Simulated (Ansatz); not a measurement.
**SiH₃F₃ (built from SMILES F[SiH](F)F.[H][H]): a barrier at many levels of theory**

Aim: the barrier and energy of one elementary step (Si1–H7 formed, F2–H6 formed, Si1–F2 broken, H6–H7 broken) from LDA up to coupled cluster, on fixed structures, to see where each rung fails.

Program: Ansatz 0.2.0, Gaussian basis. Level of theory: single points in def2-TZVPP on PBE0-D4/def2-TZVP structures. These are calculated values, not measurements.

Levels: SPW92, PBE-D4, BLYP-D4, r2SCAN-D4, B97M-V, PBE0-D4, B3LYP-D4, r2SCAN0-D4, BHLYP-D4, CAM-B3LYP-D4, wB97X-V, wB97M-V, B2PLYP, PBE-QIDH, RPA on PBE, Hartree-Fock, MP2, CCSD, CCSD(T). The reference is CCSD(T) at the basis limit, from triple and quadruple zeta. Zero-point energies come from PBE0-D4 vibrations.

Cores are frozen in the correlated methods. B3LYP uses VWN-RPA correlation. B2PLYP carries no dispersion term here.

81 further runs of the same task are left out: 1 that didn't finish, 80 set aside as unsound or not needed.

**1. Start, saddle and end, as given**

Charge 0, multiplicity 1. The folders r, ts and p hold the start, the saddle and the end; their coordinates stand in the first inputs.

```csv
pair,r (Å),ts (Å),p (Å)
Si1–H7,3.477,1.664,1.472
F2–H6,3.094,1.185,0.926
Si1–F2,1.573,1.898,3.476
H6–H7,0.746,0.990,3.286
```

**2. SPW92/def2-TZVPP**

The input, r/in.yaml:

```yaml
crystal:
  periodic: [false, false, false]
  atoms:
    - {symbol: Si, position_ang: [0.193034, 0.943587, -0.323431]}
    - {symbol: F, position_ang: [1.514128, 0.138552, -0.038785]}
    - {symbol: F, position_ang: [-0.671529, 0.128898, -1.354583]}
    - {symbol: F, position_ang: [-0.616262, 1.059289, 1.020002]}
    - {symbol: H, position_ang: [0.504590, 2.270409, -0.850702]}
    - {symbol: H, position_ang: [-0.146031, -2.268442, 0.972348]}
    - {symbol: H, position_ang: [-0.777929, -2.272292, 0.575150]}
basis:
  gaussian: {orbitals: def2-TZVPP}
hamiltonian: {xc: lda}
```

The input, ts/in.yaml:

```yaml
crystal:
  periodic: [false, false, false]
  atoms:
    - {symbol: Si, position_ang: [-0.165235, 0.346114, -0.182085]}
    - {symbol: F, position_ang: [1.357086, -0.292028, 0.754632]}
    - {symbol: F, position_ang: [-1.511308, 0.210870, -1.038836]}
    - {symbol: F, position_ang: [-0.651080, 1.146603, 1.087402]}
    - {symbol: H, position_ang: [0.724475, 1.006515, -1.135616]}
    - {symbol: H, position_ang: [0.557354, -1.121100, 0.478280]}
    - {symbol: H, position_ang: [-0.311292, -1.296973, 0.036224]}
basis:
  gaussian: {orbitals: def2-TZVPP}
hamiltonian: {xc: lda}
```

The input, p/in.yaml:

```yaml
crystal:
  periodic: [false, false, false]
  atoms:
    - {symbol: Si, position_ang: [-0.640457, 0.240920, -0.605993]}
    - {symbol: F, position_ang: [2.038722, -0.940729, 1.266342]}
    - {symbol: F, position_ang: [-1.993030, 1.024278, -0.854245]}
    - {symbol: F, position_ang: [-0.282043, 0.423335, 0.946236]}
    - {symbol: H, position_ang: [0.432295, 0.868625, -1.394025]}
    - {symbol: H, position_ang: [1.305569, -0.423434, 1.494777]}
    - {symbol: H, position_ang: [-0.861057, -1.192995, -0.853091]}
basis:
  gaussian: {orbitals: def2-TZVPP}
hamiltonian: {xc: lda}
```

The same command starts each run, in its folder.

Started as:

```sh
$ ansatz run in.yaml --threads 2 --pin off --events-out ev --progress --plain --max-ram 4352MiB
```

After this run come: PBE-D4/def2-TZVPP; BLYP-D4/def2-TZVPP; r2SCAN-D4/def2-TZVPP; B97M-V/def2-TZVPP; PBE0-D4/def2-TZVPP; B3LYP-D4/def2-TZVPP; r2SCAN0-D4/def2-TZVPP; BHLYP-D4/def2-TZVPP; CAM-B3LYP-D4/def2-TZVPP; wB97X-V/def2-TZVPP; wB97M-V/def2-TZVPP; B2PLYP/def2-TZVPP; PBE-QIDH/def2-TZVPP; RPA on PBE/def2-TZVPP; CCSD(T)/def2-TZVPP; MP2/def2-QZVPP; Vibrations of the start structure; Vibrations of the end structure.

**Question.** What will these runs give? Wanted: barrier, CCSD(T)/CBS; reverse barrier, CCSD(T)/CBS; step energy, CCSD(T)/CBS; barrier with zero-point energy; step energy with zero-point energy; imaginary mode at the saddle; largest T1 diagnostic.

**Answer**, as computed:

```
                          quantity           value
              barrier, CCSD(T)/CBS   63.5 kcal/mol
      reverse barrier, CCSD(T)/CBS   33.3 kcal/mol
          step energy, CCSD(T)/CBS  +30.2 kcal/mol
    barrier with zero-point energy   65.6 kcal/mol
step energy with zero-point energy  +33.6 kcal/mol
      imaginary mode at the saddle      1034i cm⁻¹
             largest T1 diagnostic           0.013
```

The functionals run from B2PLYP, off by -0.9 kcal/mol, to SPW92, off by -19.6 kcal/mol, against CCSD(T)/CBS. Mean unsigned error by rung: LDA 19.6, GGA 7.8, meta-GGA 4.0, hybrid 3.5, range-separated hybrid 2.9, double hybrid 1.6 kcal/mol. PBE-D4 gives a barrier 10.8 kcal/mol too low, outside chemical accuracy (1 kcal/mol). Every functional without exact exchange puts the barrier too low, the usual mark of self-interaction error, which favours the spread-out density of a saddle. The barrier rises with the share of exact exchange, from BLYP-D4 through B3LYP-D4 to BHLYP-D4 (-4.9, -2.1, +2.8 kcal/mol). Hartree-Fock, with no correlation, is off by +15.3 kcal/mol. Zero-point motion raises the barrier by 2.1 kcal/mol.
